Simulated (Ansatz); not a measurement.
# SnH3F (SnFH3) at BCCD(T)/STO-3G

Aim: the vertical ionisation energy of SnH3F (SnFH3) at BCCD(T)/STO-3G, from 2 runs. 

Program for the calculation: Ansatz 0.2.0.

50 further runs of the same task are left out: 7 that didn't finish, 43 set aside as unsound or not needed.

## 1. The molecule

SnH3F has 5 atoms, charge 0, and is taken as a singlet. As SMILES, `[H][Sn]([H])([H])[F]`. Geometry: a GFN2-xTB relaxation, a rough one for these elements and not checked as a minimum.

Bond lengths: Sn1–F2 1.924 Å, Sn1–H3 1.664 Å, Sn1–H4 1.662 Å, Sn1–H5 1.663 Å. Angles: F2–Sn1–H3 102.5°, F2–Sn1–H4 102.8°, F2–Sn1–H5 102.6°, H3–Sn1–H4 115.3°, H3–Sn1–H5 115.3°, H4–Sn1–H5 115.5°.

## 2. A single-point energy at BCCD(T)/STO-3G

File input.yaml:

```yaml
crystal:
  periodic: [false, false, false]
  atoms:
    - {symbol: Sn, position_ang: [-0.002590, 0.002420, -0.166930]}
    - {symbol: F, position_ang: [0.011740, -0.019270, 1.757340]}
    - {symbol: H, position_ang: [1.619230, 0.010970, -0.538180]}
    - {symbol: H, position_ang: [-0.817750, 1.408460, -0.512480]}
    - {symbol: H, position_ang: [-0.810630, -1.402580, -0.539750]}
basis:
  gaussian:
    orbitals: STO-3G
correlation:
  method: bccd_t
  frozen_orbitals: {F: 1, H: 0, Sn: 18}
accuracy: high
scf:
  omitted_lower_state_checks: [cluster_reference, increment]
```

On the command line:

```
ansatz run input.yaml --threads 1 --pin off --max-ram 2610MiB --events-out events.jsonl --progress --plain --runs-dir runs
```

Standard output, shortened:

```text
Warning: RAYON_NUM_THREADS=1 ignored (pool sized by the plan → 1); use --threads N
Functional definition: HF
  name "HF"
[...]
640 factors; integrals over basis functions are off by at most 4.9e-9 eV
[...]
mean field -164984.64666335 eV, -6063.0739342682 hartree, gradient 8.6e-9 eV, S^2 0.000000; 0 other end points of the search recorded, 0 dependent functions left out
19 core orbitals not correlated: weight in the atoms' cores, before any rotation towards them, 1.000 or more for the frozen orbitals, at most 0.000 for the correlated occupied ones
reference -164984.64666335 eV, -6063.0739342682 hartree; 12, 12 occupied and 4, 4 virtual orbitals, 640 factors
second order -1.43783902 eV of doubles, -0.00000000 eV of singles
cycle   1  -1.80509860 eV  change   -3.7e-1 eV  update   6.7e-2
[...]
cycle  20  -2.04940860 eV  change    1.2e-9 eV  update   1.4e-9
perturbative correction -0.05843572 eV, -0.0021474731 hartree
Total energy: -164986.75450768 eV, -6063.1513961184 hartree
Checks for a lower state left out: cluster_reference, increment
```

Run time: 1.2 s. Hardware: 1 thread of Arm Neoverse N1, shared host.

## 3. The doublet cation

File in.yaml:

```yaml
basis:
  gaussian: {orbitals: STO-3G}
crystal:
  periodic: [false, false, false]
  atoms:
    - symbol: Sn
      position_ang: [-0.002590, 0.002420, -0.166930]
    - symbol: F
      position_ang: [0.011740, -0.019270, 1.757340]
    - symbol: H
      position_ang: [1.619230, 0.010970, -0.538180]
    - symbol: H
      position_ang: [-0.817750, 1.408460, -0.512480]
    - symbol: H
      position_ang: [-0.810630, -1.402580, -0.539750]
accuracy: high
scf: {omitted_lower_state_checks: [cluster_reference, increment]}
total_charge: 1
correlation: {method: bccd_t, frozen_orbitals: {F: 1, H: 0, Sn: 18}}
magnetization: {spin_polarized: true, initial_magnetization: 1}
```

On the command line:

```
ansatz run in.yaml --threads 1 --pin off --max-ram 2610MiB --events-out events.jsonl --progress --plain --runs-dir runs
```

Standard output, shortened:

```text
Warning: RAYON_NUM_THREADS=1 ignored (pool sized by the plan → 1); use --threads N
[... 2 set-up lines as earlier in the session ...]
[...]
640 factors; integrals over basis functions are off by at most 4.9e-9 eV
[...]
mean field -164978.27555724 eV, -6062.8398004369 hartree, gradient 2.4e-8 eV, S^2 0.751912; 8 other end points of the search recorded, 0 dependent functions left out
19 core orbitals not correlated: weight in the atoms' cores, before any rotation towards them, 1.000 or more for the frozen orbitals, at most 0.000 for the correlated occupied ones
reference -164978.27555724 eV, -6062.8398004369 hartree; 12, 11 occupied and 4, 5 virtual orbitals, 640 factors
second order -1.03519985 eV of doubles, -0.00000000 eV of singles
cycle   1  -1.36304146 eV  change   -3.3e-1 eV  update   5.4e-2
[...]
cycle  58  -1.60562790 eV  change   5.5e-10 eV  update   1.5e-9
perturbative correction -0.02192088 eV, -0.0008055773 hartree
Total energy: -164979.90310601 eV, -6062.8996117512 hartree
Checks for a lower state left out: cluster_reference, increment
```

Run time: 8.7 s. Hardware: 1 thread of Arm Neoverse N1, shared host; peak memory 0.16 GiB.

## 4. What came out

Level: BCCD(T)/STO-3G, 19 core orbitals frozen.

| quantity | value |
| --- | --- |
| singlet SnH3F: total energy | -6063.15140 Eh |
| singlet SnH3F: correlation energy (19 core orbitals frozen) | -77.5 mEh |
| singlet SnH3F: (T) correction | -2.15 mEh |
| doublet cation: total energy | -6062.89961 Eh |
| doublet cation: correlation energy (19 core orbitals frozen) | -59.8 mEh |
| doublet cation: (T) correction | -0.81 mEh |
| doublet cation: ⟨S²⟩ of the reference determinant | 0.752 |
| vertical ionisation energy (to the doublet cation) | 6.851 eV |

**Reading.** The vertical ionisation energy comes to 6.85 eV (661 kJ/mol). In a minimal basis such a difference can be off by several eV, whatever the method. The triples (singlet SnH3F) make up 2.8 % of the correlation energy. Relativity is left out (singlet SnH3F) although the molecule holds a heavy atom. The triples (doublet cation) make up 1.3 % of the correlation energy. Relativity is left out (doublet cation) although the molecule holds a heavy atom.
